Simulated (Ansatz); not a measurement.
# BGaH₆N₂S: small, medium and large basis sets

One table from this session's results is given with a row withheld; the runs are named, their logs left out.

Computed with Ansatz 0.2.0, Gaussian basis. Level: one geometry, several basis sets.

Plan: PBE0-D4/def2-SVP; ωB97M-V/def2-SVP; PBE0-D4/def2-QZVPP; ωB97M-V/def2-QZVPP; the functionals' def2-TZVPP values are taken from earlier runs.

**The geometry**

The geometry comes from an earlier relaxation with PBE0-D4 in a triple-zeta def2 set; it is a stationary point, not always the lowest conformer.

SMILES `[NH2][GaH][B](N)S`, 11 atoms, charge 0, spin multiplicity 1.

Atoms are counted from 1 here; the program's logs count them from 0.

Bond lengths: N1–Ga2 1.822 Å, N1–H6 1.006 Å, N1–H7 1.006 Å, Ga2–B3 2.090 Å, Ga2–H8 1.576 Å, B3–N4 1.396 Å, B3–S5 1.822 Å, N4–H9 1.008 Å, N4–H10 1.005 Å, S5–H11 1.339 Å. Angles: Ga2–N1–H6 125.5°, Ga2–N1–H7 123.4°, H6–N1–H7 111.2°, N1–Ga2–B3 120.0°, N1–Ga2–H8 112.7°, B3–Ga2–H8 127.3°, Ga2–B3–N4 120.2°, Ga2–B3–S5 122.9°, N4–B3–S5 117.0°, B3–N4–H9 124.3°, B3–N4–H10 122.4°, H9–N4–H10 113.3°, B3–S5–H11 97.9°.

Coordinates:

```xyz
11
BGaH6N2S
N    -0.8706    2.1451   -0.3474
Ga    0.2967    0.8034   -0.7435
B     0.2298   -0.9896    0.3288
N     1.1273   -2.0177    0.0340
S    -0.9686   -1.2977    1.6663
H    -1.5761    2.1122    0.3688
H    -0.8834    3.0280   -0.8296
H     1.2773    1.1781   -1.9194
H     1.1497   -2.9057    0.5111
H     1.8220   -1.9361   -0.6874
H    -1.6040   -0.1201    1.6183
```

The first run:

in.yaml

```yaml
crystal:
  periodic: [false, false, false]
  atoms:
    - {symbol: N, position_ang: [-0.870621, 2.145143, -0.347387]}
    - {symbol: Ga, position_ang: [0.296679, 0.803364, -0.743466]}
    - {symbol: B, position_ang: [0.229756, -0.989582, 0.328817]}
    - {symbol: N, position_ang: [1.127294, -2.017703, 0.034028]}
    - {symbol: S, position_ang: [-0.968649, -1.297669, 1.666267]}
    - {symbol: H, position_ang: [-1.576082, 2.112235, 0.368809]}
    - {symbol: H, position_ang: [-0.883387, 3.027996, -0.829618]}
    - {symbol: H, position_ang: [1.277318, 1.178088, -1.919421]}
    - {symbol: H, position_ang: [1.149724, -2.905716, 0.511071]}
    - {symbol: H, position_ang: [1.822011, -1.936065, -0.687433]}
    - {symbol: H, position_ang: [-1.604032, -0.120081, 1.618343]}
basis:
  gaussian: {orbitals: def2-SVP}
hamiltonian: {xc: pbe0, dispersion: d4}
output: {orbitals: {seedname: orbitals}}
```

Steps of the session up to this table: PBE0-D4 in def2-SVP; ωB97M-V in def2-SVP; PBE0-D4 in def2-QZVPP; ωB97M-V in def2-QZVPP.

One of the session's tables, all rows but one given; the rest of the session is left out.

It belongs to the step «Density functionals: the series». 

| functional | basis | HOMO (eV) |
| --- | --- | --- |
| PBE0-D4 | def2-SVP | -6.97 |
| PBE0-D4 | def2-TZVPP | -7.14 |
| PBE0-D4 | def2-QZVPP | ? |
| ωB97M-V | def2-SVP | -9.06 |
| ωB97M-V | def2-TZVPP | -9.24 |
| ωB97M-V | def2-QZVPP | -9.29 |

Q: Estimate the row for PBE0-D4, def2-QZVPP from the others.

**Answer.** HOMO (eV): -7.18. In the column «HOMO (eV)» it lies between ωB97M-V, def2-SVP (-9.06) and PBE0-D4, def2-TZVPP (-7.14).
